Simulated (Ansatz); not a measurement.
**C₅H₁₄InN: inputs that go wrong**

5 inputs were typed for C₅H₁₄InN. Each is run as it stands; the log then has to tell whether the result can be used.

Method: the settings change from run to run; program: Ansatz 0.2.0, Gaussian basis.

## 1. The relaxed structure

The geometry comes from an earlier relaxation with PBE0-D4 in a triple-zeta def2 set; it is a stationary point, not always the lowest conformer. In takes a core potential in def2 sets; no spin-orbit term is included.

SMILES `C[CH2][In]([NH2])[CH](C)C`, 21 atoms, charge 0, spin multiplicity 1.

Atoms are counted from 1 here; the program's logs count them from 0.

Bond lengths: C1–C2 1.523 Å, C1–H8 1.093 Å, C1–H9 1.093 Å, C1–H10 1.096 Å, C2–In3 2.165 Å, C2–H11 1.094 Å, C2–H12 1.094 Å, In3–N4 2.025 Å, In3–C5 2.179 Å, N4–H13 1.007 Å, N4–H14 1.007 Å, C5–C6 1.521 Å, C5–C7 1.524 Å, C5–H15 1.096 Å, C6–H16 1.094 Å, C6–H17 1.098 Å, C6–H18 1.093 Å, C7–H19 1.093 Å and more. Angles: C2–C1–H8 111.9°, C2–C1–H9 111.9°, C2–C1–H10 111.8°, H8–C1–H9 106.9°, H8–C1–H10 107.0°, H9–C1–H10 107.0°, C1–C2–In3 115.3°, C1–C2–H11 110.7°, C1–C2–H12 110.9°, In3–C2–H11 106.6°, In3–C2–H12 106.8°, H11–C2–H12 105.9°, C2–In3–N4 114.8°, C2–In3–C5 132.1°, N4–In3–C5 113.1°, In3–N4–H13 124.3°, In3–N4–H14 125.0°, H13–N4–H14 110.7° and more.

## 2. Try 1

in.yaml

```yaml
crystal:
  periodic: [false, false, false]
  atoms:
    - {symbol: C, position_ang: [2.737337, -1.521485, 0.241248]}
    - {symbol: C, position_ang: [1.405132, -1.772212, -0.421679]}
    - {symbol: In, position_ang: [-0.121909, -0.658122, -0.148990]}
    - {symbol: N, position_ang: [-1.455652, -1.487575, -1.570331]}
    - {symbol: C, position_ang: [-0.964990, 0.803592, 0.491938]}
    - {symbol: C, position_ang: [-2.239765, 1.236279, 0.214133]}
    - {symbol: C, position_ang: [0.406059, 2.010869, 0.649972]}
    - {symbol: H, position_ang: [3.043966, -0.380396, -0.079037]}
    - {symbol: H, position_ang: [2.333974, -0.944821, 1.476881]}
    - {symbol: H, position_ang: [3.591908, -1.962234, 0.692044]}
    - {symbol: H, position_ang: [1.139986, -3.066912, 0.068624]}
    - {symbol: H, position_ang: [1.867277, -2.197614, -1.267932]}
    - {symbol: H, position_ang: [-2.701696, -1.296050, -1.672865]}
    - {symbol: H, position_ang: [-1.375767, -2.148190, -2.093967]}
    - {symbol: H, position_ang: [-0.820097, 0.804297, 1.774841]}
    - {symbol: H, position_ang: [-2.332473, 1.441448, -0.842338]}
    - {symbol: H, position_ang: [-2.523017, 2.543776, 1.006356]}
    - {symbol: H, position_ang: [-2.760137, 0.967971, 0.182778]}
    - {symbol: H, position_ang: [1.127565, 1.969230, 1.056015]}
    - {symbol: H, position_ang: [-0.027144, 3.091368, 0.660464]}
    - {symbol: H, position_ang: [0.333510, 2.405420, -0.529678]}
basis:
  gaussian: {orbitals: def2-TZVPP, fitting: {mean_field: cc-pVTZ-jkfit}}
hamiltonian: {xc: {name: PBE-QIDH}}
```

Run with:

```
$ ansatz run in.yaml --threads 2 --pin off --events-out ev --progress --plain --max-ram 32768MiB --backend cuda --devices 0, --max-vram 18GiB
```

Standard output:

```text
Functional definition: PBE-QIDH
  name "PBE-QIDH"
  cite "Brémond, Sancho-García, Pérez-Jiménez & Adamo, J. Chem. Phys. 141, 031101 (2014) doi:10.1063/1.4890314"
  cite "Perdew, Burke & Ernzerhof, Phys. Rev. Lett. 77, 3865 (1996) doi:10.1103/PhysRevLett.77.3865"
  parameter a = 3^(-1/3)
  parameter c = 1/3
  exchange = (1 - a)*pbe_x + a*exact_x
  correlation = (1 - c)*pbe_c + c*(mp2_os + mp2_ss)
Error: <dir> the basis set cc-pVTZ-JKFIT has no functions for In
```

It took 3.3 s on 1 × H100 (card shared with other runs) with 2 threads of AMD EPYC 7R13, shared host.

Diagnosis: The program refused the input. The fitting set named has no entry for an element of this molecule. Cure: leave the fitting key out, or name a set that covers all elements and suits the basis. Its coordinates are also moved off the relaxed structure.

## 3. Try 2

in.yaml

```yaml
crystal:
  periodic: [false, false, false]
  atoms:
    - {symbol: C, position_ang: [2.852614, -1.384774, 0.505573]}
    - {symbol: C, position_ang: [1.641458, -2.058570, -0.292530]}
    - {symbol: In, position_ang: [-0.277342, -0.841549, -0.356985]}
    - {symbol: N, position_ang: [-1.777973, -1.608805, -1.653277]}
    - {symbol: C, position_ang: [-0.904450, 1.090043, 0.696316]}
    - {symbol: C, position_ang: [-2.357610, 1.559608, 0.227649]}
    - {symbol: C, position_ang: [0.180512, 2.250008, 0.500826]}
    - {symbol: H, position_ang: [3.165034, -0.381847, 0.042392]}
    - {symbol: H, position_ang: [2.580110, -1.175579, 1.601073]}
    - {symbol: H, position_ang: [3.786175, -2.056826, 0.513234]}
    - {symbol: H, position_ang: [1.369099, -3.076747, 0.165135]}
    - {symbol: H, position_ang: [1.936338, -2.271557, -1.382008]}
    - {symbol: H, position_ang: [-2.725132, -1.162645, -1.798449]}
    - {symbol: H, position_ang: [-1.680489, -2.479988, -2.243634]}
    - {symbol: H, position_ang: [-0.947939, 0.824173, 1.815308]}
    - {symbol: H, position_ang: [-2.382981, 1.801995, -0.895434]}
    - {symbol: H, position_ang: [-2.683555, 2.515529, 0.784175]}
    - {symbol: H, position_ang: [-3.157092, 0.759511, 0.422680]}
    - {symbol: H, position_ang: [1.217636, 1.949263, 0.890210]}
    - {symbol: H, position_ang: [-0.133688, 3.206742, 1.062477]}
    - {symbol: H, position_ang: [0.299285, 2.542026, -0.604706]}
basis:
  gaussian: {orbitals: def2-TZVPP, fitting: {mean_field: cc-pVTZ-jkfit}}
total_charge: -1
magnetization: {spin_polarized: true, initial_magnetization: 1}
hamiltonian: {xc: {name: LC-wPBE}}
output: {forces: true}
```

The command is unchanged.

Standard output:

```text
Functional definition: LC-wPBE
  name "LC-wPBE"
  cite "Vydrov & Scuseria, J. Chem. Phys. 125, 234109 (2006) doi:10.1063/1.2409292"
  cite "Heyd & Scuseria, J. Chem. Phys. 120, 7274 (2004) doi:10.1063/1.1668634"
  cite "Ernzerhof & Perdew, J. Chem. Phys. 109, 3313 (1998) doi:10.1063/1.476928"
  cite "Perdew, Burke & Ernzerhof, Phys. Rev. Lett. 77, 3865 (1996) doi:10.1103/PhysRevLett.77.3865"
  parent pbe
  parameter omega = 0.4/bohr
  exchange = pbe_x_sr(omega) + exact_x_lr(omega)
  correlation = pbe_c
Error: <dir> the basis set cc-pVTZ-JKFIT has no functions for In
```

Run time: 7 s. Hardware: 1 × H100 (card shared with other runs) with 2 threads of AMD EPYC 7R13, shared host.

Diagnosis: The program refused the input. The fitting set named has no entry for an element of this molecule. Cure: leave the fitting key out, or name a set that covers all elements and suits the basis. The input also asks for charge -1 and multiplicity 2, not those of the species named; set them back first. Its coordinates are also moved off the relaxed structure.

## 4. Try 3

in.yaml

```yaml
crystal:
  periodic: [false, false, false]
  atoms:
    - {symbol: C, position_ang: [1.901743, -0.791299, 0.288899]}
    - {symbol: C, position_ang: [1.094305, -1.372380, -0.195020]}
    - {symbol: In, position_ang: [-0.184895, -0.480885, -0.203991]}
    - {symbol: N, position_ang: [-1.185315, -1.072537, -1.102184]}
    - {symbol: C, position_ang: [-0.516829, 0.622882, 0.464211]}
    - {symbol: C, position_ang: [-1.347205, 0.891205, 0.151766]}
    - {symbol: C, position_ang: [0.120342, 1.500005, 0.286186]}
    - {symbol: H, position_ang: [2.110023, -0.254564, 0.028261]}
    - {symbol: H, position_ang: [1.720073, -0.671759, 1.067382]}
    - {symbol: H, position_ang: [2.163529, -1.175329, 0.342156]}
    - {symbol: H, position_ang: [0.782342, -2.051165, 0.110090]}
    - {symbol: H, position_ang: [1.106479, -1.298033, -0.789719]}
    - {symbol: H, position_ang: [-1.816755, -0.664368, -1.027685]}
    - {symbol: H, position_ang: [-1.120326, -1.653326, -1.282077]}
    - {symbol: H, position_ang: [-0.541679, 0.470956, 1.210205]}
    - {symbol: H, position_ang: [-1.588654, 1.029711, -0.596956]}
    - {symbol: H, position_ang: [-1.789036, 1.677019, 0.448100]}
    - {symbol: H, position_ang: [-1.804053, 0.506341, 0.281786]}
    - {symbol: H, position_ang: [0.811757, 1.113864, 0.508691]}
    - {symbol: H, position_ang: [-0.076393, 1.832424, 0.607130]}
    - {symbol: H, position_ang: [0.199523, 1.694684, -0.403137]}
basis:
  gaussian: {orbitals: def2-SVP, fitting: {mean_field: def2-universal-jkfit}}
hamiltonian: {xc: {name: BHLYP}}
output: {forces: true}
```

Run with:

```
$ ansatz run in.yaml --threads 2 --pin off --events-out ev --progress --plain --max-ram 32768MiB --backend cpu
```

Standard output, cut to the lines that bear on the results:

```text
Functional definition: BHLYP
  name "BHLYP"
  cite "Becke, J. Chem. Phys. 98, 1372 (1993) doi:10.1063/1.464304"
  cite "Becke, Phys. Rev. A 38, 3098 (1988) doi:10.1103/PhysRevA.38.3098"
  cite "Lee, Yang & Parr, Phys. Rev. B 37, 785 (1988) doi:10.1103/PhysRevB.37.785"
[...]
922 factors; integrals over basis functions are off by at most 8.9e-2 eV
[...]
mean field -11868.54396957 eV, -436.1609460936 hartree, gradient 4.3e-5 eV, S^2 0.000000; 0 other end points of the search recorded, 0 dependent functions left out
[...]
reference -11868.54417127 eV, -436.1609535062 hartree; 36, 36 occupied and 144, 144 virtual orbitals, 922 factors
Total energy: -11868.54417127 eV, -436.1609535062 hartree
Atom 0 at     1.901743    -0.791299     0.288899 Å, force  -102.656679   110.466245     6.413372 eV/Å
Atom 1 at     1.094305    -1.372380    -0.195020 Å, force     1.212012   -23.796463    57.363083 eV/Å
[...]
Atom 11 at     1.106479    -1.298033    -0.789719 Å, force     3.414303     6.273805   -87.088096 eV/Å
Atom 12 at    -1.816755    -0.664368    -1.027685 Å, force   -24.769231    12.943854     0.510928 eV/Å
Atom 13 at    -1.120326    -1.653326    -1.282077 Å, force     6.283387   -75.414749   -25.253247 eV/Å
Atom 14 at    -0.541679     0.470956     1.210205 Å, force    -0.507469    -5.344761    30.668012 eV/Å
Atom 15 at    -1.588654     1.029711    -0.596956 Å, force    -6.122622     4.713539   -24.651198 eV/Å
Atom 16 at    -1.789036     1.677019     0.448100 Å, force    -4.182780     9.355349     4.055573 eV/Å
Atom 17 at    -1.804053     0.506341     0.281786 Å, force   -62.121165   -50.117017    17.475804 eV/Å
Atom 18 at     0.811757     1.113864     0.508691 Å, force    20.122272    -4.188783     5.937109 eV/Å
Atom 19 at    -0.076393     1.832424     0.607130 Å, force   -60.021686   109.652832   101.159042 eV/Å
Atom 20 at     0.199523     1.694684    -0.403137 Å, force     4.305675    12.245165   -38.797470 eV/Å
Dipole moment:    -0.067118    -0.087830     0.079593 e Å
```

Wall time 6 s (2 threads of AMD EPYC 7R13, shared host).

What is wrong: It ended without an error, which proves nothing about the input. The geometry is squeezed well below its size. The shortest distance is 0.47 Å (C1–H10), against 1.01 Å in the relaxed molecule. Its energy is no property of the relaxed molecule. Cure: use the relaxed coordinates.

## 5. Try 4

in.yaml

```yaml
crystal:
  periodic: [false, false, false]
  atoms:
    - {symbol: C, position_ang: [5.133963, -2.492233, 0.909899]}
    - {symbol: C, position_ang: [2.954198, -3.704891, -0.526479]}
    - {symbol: In, position_ang: [-0.499144, -1.514570, -0.642480]}
    - {symbol: N, position_ang: [-3.199888, -2.895430, -2.975468]}
    - {symbol: C, position_ang: [-1.627775, 1.961794, 1.253188]}
    - {symbol: C, position_ang: [-4.243084, 2.806889, 0.409709]}
    - {symbol: C, position_ang: [0.324876, 4.049429, 0.901357]}
    - {symbol: H, position_ang: [5.696238, -0.687224, 0.076294]}
    - {symbol: H, position_ang: [4.643526, -2.115736, 2.881514]}
    - {symbol: H, position_ang: [6.814131, -3.701753, 0.923687]}
    - {symbol: H, position_ang: [2.464022, -5.537344, 0.297199]}
    - {symbol: H, position_ang: [3.484905, -4.088212, -2.487255]}
    - {symbol: H, position_ang: [-4.904529, -2.092458, -3.236740]}
    - {symbol: H, position_ang: [-3.024444, -4.463334, -4.037958]}
    - {symbol: H, position_ang: [-1.706043, 1.483297, 3.267081]}
    - {symbol: H, position_ang: [-4.288746, 3.243122, -1.611549]}
    - {symbol: H, position_ang: [-4.829700, 4.527298, 1.411310]}
    - {symbol: H, position_ang: [-5.681945, 1.366922, 0.760713]}
    - {symbol: H, position_ang: [2.191428, 3.508165, 1.602146]}
    - {symbol: H, position_ang: [-0.240604, 5.771302, 1.912182]}
    - {symbol: H, position_ang: [0.538635, 4.574986, -1.088314]}
basis:
  gaussian: {orbitals: def2-SVPD}
total_charge: 1
magnetization: {spin_polarized: true, initial_magnetization: 1}
hamiltonian: {xc: {name: B2GP-PLYP}}
scf: {lower_state_search: full}
output: {forces: true}
```

Launched as before.

Standard output:

```text
Functional definition: B2GP-PLYP
  name "B2GP-PLYP"
  cite "Karton, Tarnopolsky, Lamère, Schatz & Martin, J. Phys. Chem. A 112, 12868 (2008) doi:10.1021/jp801805p"
  cite "Becke, Phys. Rev. A 38, 3098 (1988) doi:10.1103/PhysRevA.38.3098"
  cite "Lee, Yang & Parr, Phys. Rev. B 37, 785 (1988) doi:10.1103/PhysRevB.37.785"
  parameter a = 0.65
  parameter c = 0.36
  exchange = (1 - a)*b88_x + a*exact_x
  correlation = (1 - c)*lyp_c + c*(mp2_os + mp2_ss)
2736 factors; integrals over basis functions are off by at most 3.9e-4 eV
mean field evaluation 1: about -11936.8923 eV, gradient 5.1e1 eV
mean field evaluation 2: about -11936.9100 eV, gradient 5.1e1 eV
mean field evaluation 4: about -11945.4534 eV, gradient 2.9e1 eV
mean field evaluation 8: about -11949.8672 eV, gradient 2.7e1 eV
mean field evaluation 16: about -11970.3918 eV, gradient 1.7e-1 eV
mean field evaluation 32: about -11970.4307 eV, gradient 5.2e-2 eV
Error: SIGTERM received: run cancelled behind 38 evaluations of the mean field
```

It took 91 s on 2 threads of AMD EPYC 7R13, shared host.

Diagnosis: Time ran out. The coordinates are in bohr but typed as ångström. The shortest distance is 1.90 Å (N4–H14), against 1.01 Å in the relaxed molecule. It also asks for charge 1 and multiplicity 2, another species or state than the molecule above. Fix: take the coordinates from the file in ångström, and set charge and spin to those of the species named.

## 6. Try 5

in.yaml

```yaml
crystal:
  periodic: [false, false, false]
  atoms:
    - {symbol: C, position_ang: [2.754033, -1.294956, 0.520313]}
    - {symbol: C, position_ang: [1.569134, -1.964377, -0.271789]}
    - {symbol: In, position_ang: [-0.289095, -0.820228, -0.366087]}
    - {symbol: N, position_ang: [-1.699973, -1.510411, -1.569712]}
    - {symbol: C, position_ang: [-0.834678, 1.066570, 0.661530]}
    - {symbol: C, position_ang: [-2.248143, 1.498026, 0.209820]}
    - {symbol: D, position_ang: [0.150003, 2.164793, 0.460106]}
    - {symbol: H, position_ang: [2.978169, -0.311448, 0.077230]}
    - {symbol: H, position_ang: [2.439686, -1.124260, 1.531795]}
    - {symbol: H, position_ang: [3.621564, -1.966823, 0.487450]}
    - {symbol: H, position_ang: [1.312321, -2.929627, 0.170889]}
    - {symbol: H, position_ang: [1.861332, -2.192179, -1.269556]}
    - {symbol: H, position_ang: [-2.625084, -1.145786, -1.684635]}
    - {symbol: H, position_ang: [-1.631285, -2.296093, -2.158490]}
    - {symbol: H, position_ang: [-0.941848, 0.794484, 1.727602]}
    - {symbol: H, position_ang: [-2.269383, 1.691189, -0.882320]}
    - {symbol: H, position_ang: [-2.556248, 2.393138, 0.702539]}
    - {symbol: H, position_ang: [-2.985898, 0.679134, 0.431904]}
    - {symbol: H, position_ang: [1.157341, 1.864543, 0.866838]}
    - {symbol: H, position_ang: [-0.132527, 3.050235, 1.003936]}
    - {symbol: H, position_ang: [0.342385, 2.489879, -0.585159]}
basis:
  gaussian: {orbitals: def2-mTZVP}
hamiltonian: {xc: {name: wB97X}, pseudopotentials: {relativity: none}}
output: {forces: true}
```

The command is unchanged.

Standard output:

```text
Error: YAML parse error: error: line 10 column 16: `D` is not an element symbol (H … Og, case-exact)
  --> <input>:10:16
   |
 8 |     - {symbol: C, position_ang: [-0.834678, 1.066570, 0.661530]}
 9 |     - {symbol: C, position_ang: [-2.248143, 1.498026, 0.209820]}
10 |     - {symbol: D, position_ang: [0.150003, 2.164793, 0.460106]}
   |                ^ `D` is not an element symbol (H … Og, case-exact)
11 |     - {symbol: H, position_ang: [2.978169, -0.311448, 0.077230]}
12 |     - {symbol: H, position_ang: [2.439686, -1.124260, 1.531795]}
   |
```

It took 0.05 s on 2 threads of AMD EPYC 7R13, shared host.

**Diagnosis.** The program refused the input. An element symbol is wrong. Its coordinates are also moved off the relaxed structure. Fix: correct the symbol.

## 7. Summary

| try | level | ended | cause | time |
| --- | --- | --- | --- | --- |
| 1 | PBE-QIDH/def2-TZVPP | refused | the fitting set named has no entry for an element of this molecule | 3.3 s |
| 2 | LC-wPBE/def2-TZVPP | refused | the fitting set named has no entry for an element of this molecule | 7 s |
| 3 | BHLYP/def2-SVP | converged | the geometry is squeezed well below its size | 6 s |
| 4 | B2GP-PLYP/def2-SVPD | timeout | the coordinates are in bohr but typed as ångström | 91 s |
| 5 | wB97X/def2-mTZVP | refused | an element symbol is wrong | 0.05 s |

In words: 3 refused, 1 converged, 1 timeout. The dangerous case is the input that converges on a wrong geometry, charge, spin, basis or grid: often only a look at the input shows it.
